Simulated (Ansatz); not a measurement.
# FH9Si3: the cost of one run

Program: Ansatz 0.2.0. Level of theory: RKS PBE-D4/def2-SVP. These are calculated values, not measurements.

## (1) The system as given

Bond lengths: Si1–Si2 2.598 Å, Si1–H3 1.503 Å, Si1–H4 1.459 Å, Si1–Si5 2.305 Å, Si1–F7 2.005 Å, Si2–H8 1.463 Å, Si2–H9 1.460 Å, Si2–H10 1.469 Å, Si5–H11 1.468 Å, Si5–H12 1.461 Å, Si5–H13 1.463 Å. Angles (14 of 22 angles, heavy atoms first): Si2–Si1–Si5 114.1°, Si2–Si1–F7 82.3°, Si5–Si1–F7 87.1°, Si1–Si2–H8 103.6°, Si1–Si2–H9 96.1°, Si1–Si2–H10 135.9°, Si2–Si1–H3 84.9°, Si2–Si1–H4 117.0°, H3–Si1–Si5 105.7°, H3–Si1–F7 164.8°, H4–Si1–Si5 124.8°, H4–Si1–F7 80.4°, Si1–Si5–H11 111.3°, Si1–Si5–H12 112.6°.

Structure file:

```xyz
13

Si   -0.6824    0.4309    0.4815
Si    0.5551   -1.8416    0.7152
H    -1.9023   -0.4117    0.2327
H    -1.1220    1.0749    1.7148
Si   -0.2691    1.5291   -1.5026
H     0.9991   -0.0573    1.0561
F     1.0755    1.1474    1.1280
H    -0.1607   -2.5143    1.7989
H     0.0806   -2.4080   -0.5440
H     1.9543   -2.2745    0.8326
H     0.9429    1.0171   -2.1533
H    -0.0935    2.9679   -1.3206
H    -1.3775    1.3400   -2.4393
```

## (2) Pulling towards end A

Springs on the bonds that form and break draw the guess towards this end; the thresholds are loose.

Input file input.yaml:

```yaml
crystal:
  periodic: [false, false, false]
  atoms:
    - { symbol: Si, position_ang: [-0.6824, 0.4309, 0.4815] }
    - { symbol: Si, position_ang: [0.5551, -1.8416, 0.7152] }
    - { symbol: H, position_ang: [-1.9023, -0.4117, 0.2327] }
    - { symbol: H, position_ang: [-1.122, 1.0749, 1.7148] }
    - { symbol: Si, position_ang: [-0.2691, 1.5291, -1.5026] }
    - { symbol: H, position_ang: [0.9991, -0.0573, 1.0561] }
    - { symbol: F, position_ang: [1.0755, 1.1474, 1.128] }
    - { symbol: H, position_ang: [-0.1607, -2.5143, 1.7989] }
    - { symbol: H, position_ang: [0.0806, -2.408, -0.544] }
    - { symbol: H, position_ang: [1.9543, -2.2745, 0.8326] }
    - { symbol: H, position_ang: [0.9429, 1.0171, -2.1533] }
    - { symbol: H, position_ang: [-0.0935, 2.9679, -1.3206] }
    - { symbol: H, position_ang: [-1.3775, 1.34, -2.4393] }
basis:
  gaussian: { orbitals: def2-SVP }
hamiltonian:
  xc: pbe
  dispersion: d4
relax:
  f_tol: 0.15
  max_steps: 25
  restrain:
    - { distance: [0, 6], at: 2.98, k: 30.0 }
    - { distance: [5, 1], at: 2.72, k: 30.0 }
    - { distance: [0, 1], at: 2.22, k: 30.0 }
    - { distance: [5, 6], at: 0.88, k: 30.0 }
```

The run is started by

```
ansatz run input.yaml --threads 2 --pin off --max-ram 3072MiB --backend cpu --events-out ev --progress --plain --runs-dir out
```

What time and memory should one allow on 2 threads of Intel Xeon 6975P-C (Granite Rapids), shared host?

About 22 s, with a peak of 0.17 GiB.
